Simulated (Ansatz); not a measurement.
# C4H4N2 (pyrazine) at PBE-QIDH/cc-pVDZ

Aim: the electronic atomisation energy of C4H4N2 (pyrazine) at PBE-QIDH/cc-pVDZ, from 4 runs. 

The calculation is run with Ansatz 0.2.0.

54 further runs of the same task are left out: 54 set aside as unsound or not needed.

## Step 1: The molecule

C4H4N2: 10 atoms, total charge 0, spin state singlet. SMILES: `c1cnccn1`. Geometry: relaxed at PBE0-D4/def2-TZVP.

Bond lengths: C1–C2 1.388 Å, C2–N3 1.327 Å, N3–C4 1.327 Å, C4–C5 1.388 Å, C1–N6 1.327 Å, C5–N6 1.327 Å, C1–H7 1.086 Å, C2–H8 1.086 Å, C4–H9 1.086 Å, C5–H10 1.086 Å. Some angles: C1–C2–N3 122.0°, C2–C1–N6 122.0°, C2–N3–C4 116.1°, N3–C4–C5 122.0°, C4–C5–N6 122.0°, C1–N6–C5 116.1°, C1–C2–H8 120.8°, N3–C2–H8 117.2°, C2–C1–H7 120.8°, N6–C1–H7 117.2°. A long bond or contact: C2–C5 2.645 Å.

## Step 2: A single-point energy at PBE-QIDH/cc-pVDZ

in.yaml

```yaml
crystal:
  periodic: [false, false, false]
  atoms:
    - {symbol: C, position_ang: [0.476600, -0.947700, -0.800200]}
    - {symbol: C, position_ang: [-0.498600, -1.217100, 0.150600]}
    - {symbol: "N", position_ang: [-0.972600, -0.276100, 0.956700]}
    - {symbol: C, position_ang: [-0.460000, 0.937500, 0.800700]}
    - {symbol: C, position_ang: [0.515200, 1.206900, -0.150000]}
    - {symbol: N, position_ang: [0.989300, 0.265900, -0.956100]}
    - {symbol: H, position_ang: [0.851400, -1.732600, -1.450700]}
    - {symbol: H, position_ang: [-0.905400, -2.218000, 0.262200]}
    - {symbol: H, position_ang: [-0.834800, 1.722400, 1.451200]}
    - {symbol: H, position_ang: [0.922000, 2.207800, -0.261700]}
basis:
  gaussian:
    orbitals: cc-pVDZ
correlation:
  frozen_orbitals: {C: 1, H: 0, "N": 1}
magnetization:
  spin_polarized: false
  initial_magnetization: 0
hamiltonian:
  xc: {name: PBE-QIDH}
accuracy: high
output: {orbitals: {seedname: orbitals}}
```

On the command line:

```console
$ ansatz run in.yaml --threads 1 --pin off --max-ram 3480MiB --events-out events.jsonl --progress --plain --runs-dir runs
```

Log:

```text
Warning: RAYON_NUM_THREADS=1 ignored (pool sized by the plan → 1); use --threads N
Functional definition: PBE-QIDH
  name "PBE-QIDH"
  parameter a = 3^(-1/3)
  parameter c = 1/3
  exchange = (1 - a)*pbe_x + a*exact_x
  correlation = (1 - c)*pbe_c + c*(mp2_os + mp2_ss)
2505 factors; integrals over basis functions are off by at most 3.2e-9 eV
mean field evaluation 1: about -7170.6465 eV, gradient 2.8e1 eV
mean field evaluation 2: about -7170.9151 eV, gradient 2.7e1 eV
mean field evaluation 4: about -7172.9329 eV, gradient 4.3e0 eV
mean field evaluation 8: about -7172.9791 eV, gradient 6.4e-2 eV
mean field evaluation 16: about -7172.9791 eV, gradient 1.2e-5 eV
mean field -7172.97907582 eV, -263.6021190166 hartree, gradient 3.6e-8 eV, S^2 0.000000; 0 other end points of the search recorded, 0 dependent functions left out
6 core orbitals not correlated: weight in the atoms' cores, before any rotation towards them, 1.000 or more for the frozen orbitals, at most 0.000 for the correlated occupied ones
reference -7172.97907668 eV, -263.6021190480 hartree; 15, 15 occupied and 83, 83 virtual orbitals, 2505 factors
second order -25.82607295 eV of doubles, -0.00000000 eV of singles
Total energy: -7181.58776766 eV, -263.9184826065 hartree
```

Run time: 8.1 s. Hardware: 1 thread of Intel Xeon 6975P-C (Granite Rapids), shared host; peak memory 0.4 GiB.

## Step 3: The C atom, same level

molecule.yaml

```yaml
crystal:
  periodic: [false, false, false]
  atoms:
    - symbol: C
      position_ang: [0.000000, 0.000000, 0.000000]
basis:
  gaussian:
    orbitals: cc-pVDZ
magnetization:
  spin_polarized: true
  initial_magnetization: 2
hamiltonian:
  xc: {name: PBE-QIDH}
correlation:
  frozen_orbitals: {C: 1}
accuracy: high
```

Run the same way, it converges to -37.78950 Eh (log not shown).

## Step 4: The H atom, same level

run.yaml

```yaml
crystal:
  periodic: [false, false, false]
  atoms:
    - {symbol: H, position_ang: [0.000000, 0.000000, 0.000000]}
basis:
  gaussian: {orbitals: cc-pVDZ}
correlation: {frozen_orbitals: {H: 0}}
accuracy: high
hamiltonian: {xc: {name: PBE-QIDH}}
magnetization: {spin_polarized: true, initial_magnetization: 1}
```

Run the same way, it converges to -0.50124 Eh (log not shown).

## Step 5: The N atom

job.yaml

```yaml
crystal:
  periodic: [false, false, false]
  atoms:
    - {symbol: N, position_ang: [0.000000, 0.000000, 0.000000]}
basis:
  gaussian: {orbitals: cc-pVDZ}
magnetization: {spin_polarized: true, initial_magnetization: 3}
hamiltonian: {xc: {name: PBE-QIDH}}
correlation: {frozen_orbitals: {"N": 1}}
accuracy: high
```

Run the same way, it converges to -54.52088 Eh (log not shown).

## Step 6: Results

At PBE-QIDH/cc-pVDZ, 6 core orbitals frozen:

```
                                     quantity          value
                       molecule: total energy  -263.91848 Eh
  molecule: HOMO energy (SCF part's orbitals)       -9.31 eV
  molecule: LUMO energy (SCF part's orbitals)        0.75 eV
molecule: HOMO–LUMO gap (SCF part's orbitals)       10.06 eV
                         C atom: total energy   -37.78950 Eh
                                 C atom: ⟨S²⟩          2.004
                         H atom: total energy    -0.50124 Eh
                                 H atom: ⟨S²⟩          0.750
                         N atom: total energy   -54.52088 Eh
                                 N atom: ⟨S²⟩          3.753
                electronic atomisation energy      46.633 eV
```

**Reading.** Taking the molecule apart into free atoms costs 46.63 eV (1075 kcal/mol), before zero-point energy and without spin-orbit coupling.
